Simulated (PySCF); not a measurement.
**A diatomic session: ZnB**

The task here is to estimate one member of a computed series from the others.

Program: PySCF 2.14.0. Level of theory: Zn 6-31G(d,p), B 6-31G(d,p), no relativity. These are calculated values, not measurements.

The first run:

A driver script around PySCF takes these settings:

* atoms: Zn, B
* charge: 0
* basis: Zn 6-31G(d,p), B 6-31G(d,p)
* Hamiltonian: no relativity
* basis functions: 48
* electrons treated: 35
* masses in u: 63.9291, 11.0093
* levels: PBE0, PBE, r²SCAN, BLYP, B97-3, r²SCAN0, ωB97X, HF, MP2, SCS-MP2, CCSD, CCSD(T)
* grid: 80 radial by 434 angular points
* occupations: held fixed by the projection of orbital angular momentum
* dissociation limit: Zn + B, each in its ground configuration
* starting distance in angstrom: 2.005
* values of 2S to try: 1, 3

Launch:

```sh
> OMP_NUM_THREADS=1 python dia.py task.json out
```

Among the steps run: The job; The PBE0 curve of the state that the search chose; Higher solutions at PBE0; PBE (GGA); r²SCAN; BLYP (GGA); B97-3 (global hybrid GGA); r²SCAN0; ωB97X (range-separated hybrid); ROHF (mean field); MP2 and coupled cluster.

One table of the session follows, with a row left open; its other results are not shown here.

It belongs to the step «The curves together». Energy (eV) from each level's lowest point:

```
R (Å)   ROHF  ROHF-MP2  ROHF-SCS-MP2  ROHF-CCSD  ROHF-CCSD(T)
1.817  1.211     0.435         0.495        n/a           n/a
1.902  0.838     0.205         0.248      0.288         0.237
1.986  0.574     0.075         0.104      0.126         0.091
2.050  0.430     0.024         0.043      0.055         0.032
2.113  0.320     0.002         0.011      0.016         0.004
2.176  0.236     0.000         0.000      0.000         0.000
2.261      ?         ?             ?          ?             ?
2.367  0.087     0.060         0.035      0.033         0.065
2.493  0.038     0.118         0.080      0.082         0.133
2.662  0.000     0.193         0.137        n/a           n/a
```

**Question.** Estimate the row for R (Å) = 2.261.

Worked estimate for «ROHF». A straight line through the neighbours (2.176, 0.236) and (2.367, 0.087) gives 0.236 + (0.087 − 0.236) × (2.261 − 2.176) / (2.367 − 2.176) = 0.170; a parabola fitted to 4 rows on both sides gives 0.158.

As computed: ROHF: 0.155; ROHF-MP2: 0.019; ROHF-SCS-MP2: 0.007; ROHF-CCSD: 0.004; ROHF-CCSD(T): 0.019. In «ROHF» the line misses by +0.015 and the parabola by +0.003.

State 2 has its PBE0 minimum 0.64 eV higher. State 3 has its PBE0 minimum 0.79 eV higher. State 4 has its PBE0 minimum 1.18 eV higher. The other levels ran on the lowest alone.
